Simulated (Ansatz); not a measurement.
# CH₆BClGeO, SMILES ClBC[O][GeH3]: a rigid torsion scan

Computed with the Ansatz DFT code, driven from Python.

The script, `run_torsion.py`:
```python
'''Energy of CH6BClGeO as one group turns about a bond.'''

import warnings

import ansatz
from ase import Atoms

BASIS = 'def2-SVP'
XC = 'hf'
FMAX = 0.02

warnings.simplefilter('ignore', ansatz.DeckWarning)

atoms = Atoms(['Cl', 'B', 'C', 'O', 'Ge', 'H', 'H', 'H', 'H', 'H', 'H'], positions=[
    [-2.5467, -0.5658, 1.1371],
    [-0.8124, -0.3361, 1.5402],
    [0.2778, -0.8826, 0.534],
    [1.246, 0.1668, 0.141],
    [0.5301, 0.9141, -1.3773],
    [-0.4936, 0.2373, 2.534],
    [-0.1219, -1.4344, -0.2997],
    [0.9493, -1.6095, 1.1062],
    [0.5324, -0.0971, -2.4714],
    [-0.9146, 1.4298, -1.0936],
    [1.419, 2.1205, -1.7296],
])

# start the scan from a relaxed geometry
first = (
    ansatz.Crystal.molecule_from_ase(atoms).calculation()
    .basis(gaussian=BASIS)  # atom-centred Gaussian functions
    .functional(XC)
    .relax(force_tolerance=FMAX, max_steps=80)  # relax until the tolerances are met
)
atoms.positions = first.run(threads=1, pin='off').report['positions_ang']

start = atoms.get_dihedral(1, 2, 3, 4)
energies = {}
for turn in range(0, 360, 40):
    turned = atoms.copy()
    turned.set_dihedral(1, 2, 3, 4, start + turn, indices=[3, 4, 8, 9, 10])
    setup = ansatz.Crystal.molecule_from_ase(turned).calculation()
    setup = setup.basis(gaussian=BASIS)
    setup = setup.functional(XC)
    energies[round((start + turn) % 360)] = setup.run(threads=1, pin='off').report['free_energy_ev']
floor = min(energies.values())
print('dihedral B1-C2-O3-Ge4 (deg)   E - E(min) (kcal/mol)')
for angle, e in sorted(energies.items()):
    print(f'{angle:8d} {23.060548 * (e - floor):14.3f}  ' + '#' * int(30 * (e - floor) / max(max(energies.values()) - floor, 1e-9)))
```

```console
$ python run_torsion.py
dihedral B1-C2-O3-Ge4 (deg)   E - E(min) (kcal/mol)
      21          5.942  ##############################
      61          2.718  #############
     101          1.586  ########
     141          0.820  ####
     181          0.000
     221          0.575  ##
     261          0.845  ####
     301          2.288  ###########
     341          5.051  #########################
```

The scan is rigid and the energies are electronic, in a modest basis. With rigid groups the curve can differ much from the relaxed path, the start wasn't checked as a minimum of this torsion, and equivalent turns needn't return to the same energy. Timing: 100 s on 1 thread of Arm Neoverse V2, on a shared host, peak memory 0.37 GiB.

(A comment or docstring line of the script was reworded after the run, the code is as it ran.)
